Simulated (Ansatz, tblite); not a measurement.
# (OH)3Ti-NH-SiH3 (H7NO3SiTi): one state, many levels

Aim: run the singlet of (OH)3Ti-NH-SiH3 (H7NO3SiTi) at one geometry on many levels, and compare frontier levels, spin and run time.

Method: as each input shows; program: Ansatz 0.2.0, Gaussian basis.

The runs, in order: GFN1-xTB, GFN2-xTB, PBE-D4/def2-TZVP, r2SCAN-D4/def2-TZVP, B3LYP-D4/def2-TZVP, r2SCANh-D4/def2-TZVP, PBE-D4/def2-SVP, PBE0-D4/def2-SVP, HF/6-31G, B3LYP-D4/6-31G, PBE0-D4/def2-TZVPD, PBE-D4/def2-TZVPD, r2SCAN-D4/def2-TZVPD, CCSD(T)/def2-SVP, MP2/def2-TZVP, RPA/def2-TZVP.

1 further run of the same task is left out (set aside as unsound or not needed).

## Step 1: The structure

The geometry is that of the singlet, from an earlier relaxation (r2SCAN-D4/def2-SVP).

13 atoms, charge 0, spin multiplicity 1.

Bond lengths: Ti1–O2 1.804 Å, Ti1–O3 1.794 Å, Ti1–O4 1.796 Å, Ti1–N5 1.896 Å, Ti1–Si6 3.223 Å, O2–H7 0.966 Å, O3–H8 0.965 Å, O4–H9 0.964 Å, N5–Si6 1.745 Å, N5–H10 1.021 Å, Si6–H11 1.492 Å, Si6–H12 1.498 Å, Si6–H13 1.499 Å. Angles: O2–Ti1–O3 113.9°, O2–Ti1–O4 109.5°, O2–Ti1–N5 103.2°, O2–Ti1–Si6 77.7°, O3–Ti1–O4 110.6°, O3–Ti1–N5 108.1°, O3–Ti1–Si6 126.0°, O4–Ti1–N5 111.3°, O4–Ti1–Si6 114.1°, N5–Ti1–Si6 26.5°, Ti1–O2–H7 127.4°, Ti1–O3–H8 130.3°, Ti1–O4–H9 131.4°, Ti1–N5–Si6 124.5°, Ti1–N5–H10 117.6°, Si6–N5–H10 116.2°, Ti1–Si6–N5 29.0°, Ti1–Si6–H11 90.0° and more.

No spin-orbit coupling is included.

PBE0-D4/def2-TZVP was run before; its log isn't repeated, and its numbers join the tables.

## Step 2: GFN1-xTB

Tight binding, by tblite at 300 K electronic temperature and without a spin-polarisation term:

```python
tblite.interface.Calculator('GFN1-xTB', numbers, positions, charge=0, uhf=0).singlepoint()
```

Energy -662.6317 eV, HOMO -11.30 eV, LUMO -8.83 eV; 0.012 s.

## Step 3: GFN2-xTB

Tight binding, by tblite at 300 K electronic temperature and without a spin-polarisation term:

```python
tblite.interface.Calculator('GFN2-xTB', numbers, positions, charge=0, uhf=0).singlepoint()
```

Energy -603.5299 eV, HOMO -9.95 eV, LUMO -6.93 eV; 0.007 s.

## Step 4: PBE-D4/def2-TZVP

start.molden holds the orbitals of an earlier run on this state, given as this run's starting guess.

File in.yaml:

```yaml
crystal:
  periodic: [false, false, false]
  atoms:
    - {symbol: Ti, position_ang: [0.893436, 0.222553, 0.627552]}
    - {symbol: O, position_ang: [-0.255677, 1.473163, 1.236190]}
    - {symbol: O, position_ang: [2.431030, 0.896344, -0.005650]}
    - {symbol: O, position_ang: [1.216773, -0.977608, 1.923390]}
    - {symbol: N, position_ang: [-0.046146, -0.562034, -0.820237]}
    - {symbol: Si, position_ang: [-1.759880, -0.387710, -1.098137]}
    - {symbol: H, position_ang: [-0.346058, 2.385288, 0.931814]}
    - {symbol: H, position_ang: [3.336799, 0.785092, 0.307280]}
    - {symbol: H, position_ang: [0.887272, -1.873801, 2.058922]}
    - {symbol: H, position_ang: [0.503635, -0.918001, -1.603984]}
    - {symbol: H, position_ang: [-2.515863, -0.660168, 0.159151]}
    - {symbol: H, position_ang: [-2.200401, -1.364985, -2.144602]}
    - {symbol: H, position_ang: [-2.144921, 0.981866, -1.571689]}
basis:
  gaussian: {orbitals: def2-TZVP, initial_orbitals: start.molden}
hamiltonian: {xc: pbe, dispersion: d4}
scf: {omitted_lower_state_checks: [starts]}
output: {forces: true, orbitals: {seedname: orbitals}}
```

On the command line:

```console
$ ansatz run in.yaml --threads 2 --pin off --events-out ev --progress --plain --max-ram 32768MiB --backend cpu
```

Further steps of the session: r2SCAN-D4/def2-TZVP; B3LYP-D4/def2-TZVP; r2SCANh-D4/def2-TZVP; PBE-D4/def2-SVP; PBE0-D4/def2-SVP; HF/6-31G; B3LYP-D4/6-31G; PBE0-D4/def2-TZVPD; PBE-D4/def2-TZVPD; r2SCAN-D4/def2-TZVPD; CCSD(T)/def2-SVP; MP2/def2-TZVP; RPA/def2-TZVP.

Before running them: what should the planned runs give, taken together? Wanted: gap in def2-TZVP, named functionals, smallest and largest; correlation energy, CCSD(T)/def2-SVP; correlation energy, MP2/def2-TZVP; binding an atom, CCSD(T)/def2-SVP; PBE0 total energy, smallest basis above largest.

The runs gave:

```
                                                 quantity                                value
gap in def2-TZVP, named functionals, smallest and largest  3.90 eV (PBE-D4), 6.27 eV (PBE0-D4)
                     correlation energy, CCSD(T)/def2-SVP                            -33.56 eV
                        correlation energy, MP2/def2-TZVP                            -39.30 eV
                        binding an atom, CCSD(T)/def2-SVP                             3.599 eV
          PBE0 total energy, smallest basis above largest      15.36 eV (def2-SVP, def2-TZVPD)
```

What this shows: Over the named functionals in def2-TZVP the gap runs from 3.90 eV (PBE-D4) to 6.27 eV (PBE0-D4); exact exchange widens it. A small miss in a minimal or small basis is a cancelling of errors, not accuracy. The functionals in def2-TZVP miss CCSD(T)/def2-SVP by +0.222 (PBE0-D4) to +0.275 eV (B3LYP-D4) an atom. The yardstick is in a double-zeta basis, so levels in larger sets aren't compared like for like. CCSD(T)/def2-SVP isn't at the basis-set limit; small misses against it rank nothing.
